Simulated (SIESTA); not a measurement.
# GaGe3 under changes of volume

One of the cells (19.819 Å³/atom); the others are scaled copies at fixed shape and fractional positions:

```
CELL_PARAMETERS angstrom
0.00000 3.40960 3.40960
3.40960 0.00000 3.40960
3.40960 3.40960 0.00000
ATOMIC_POSITIONS crystal
Ge 0.50000 0.50000 0.50000
Ge 0.75000 0.75000 0.75000
Ge 0.25000 0.25000 0.25000
Ga 0.00000 0.00000 0.00000
```

The cell comes from a database or a generator and needn't be the stable form of this composition.

```yaml
Program: SIESTA 5.4.2
Functional: PBE
Potentials_or_basis: PseudoDojo 0.4 standard (PBE files)
Basis: DZP (energy shift 0.003 Ry; two zetas on semicore shells)
Grid_cutoff: 800 Ry
Energy_shift: 0.003 Ry
k_mesh: 7 × 7 × 7
Occupations: fermi-dirac, width 0.05 eV
Spin: no spin polarisation
```

```csv
volume (Å³/atom),energy over the lowest point (meV/atom),pressure (GPa)
18.264,?,?
18.653,11.44,3.5
19.042,4.85,2.2
19.819,0.00,-0.5
20.208,2.72,-1.5
20.596,6.98,-2.0
```

What does the run at 18.264 Å³/atom give?

Energy over the lowest point 22.28 meV/atom; pressure 5.5 GPa.

Worked out: A Birch-Murnaghan fit of order 3 (a polynomial in V^(-2/3)) to the other rows has its minimum at 19.72 Å³/atom with B0 = V·E''(V) = 59 GPa (rough, since the energies scatter). It gives 21.56 meV/atom at 18.264 Å³/atom, against the run's 22.28, and -dE/dV = 4.8 GPa, against 5.5.

Energies are extrapolated to zero smearing.

Caveats: the basis of atomic orbitals isn't converged, which shifts pressures, moduli and gaps.
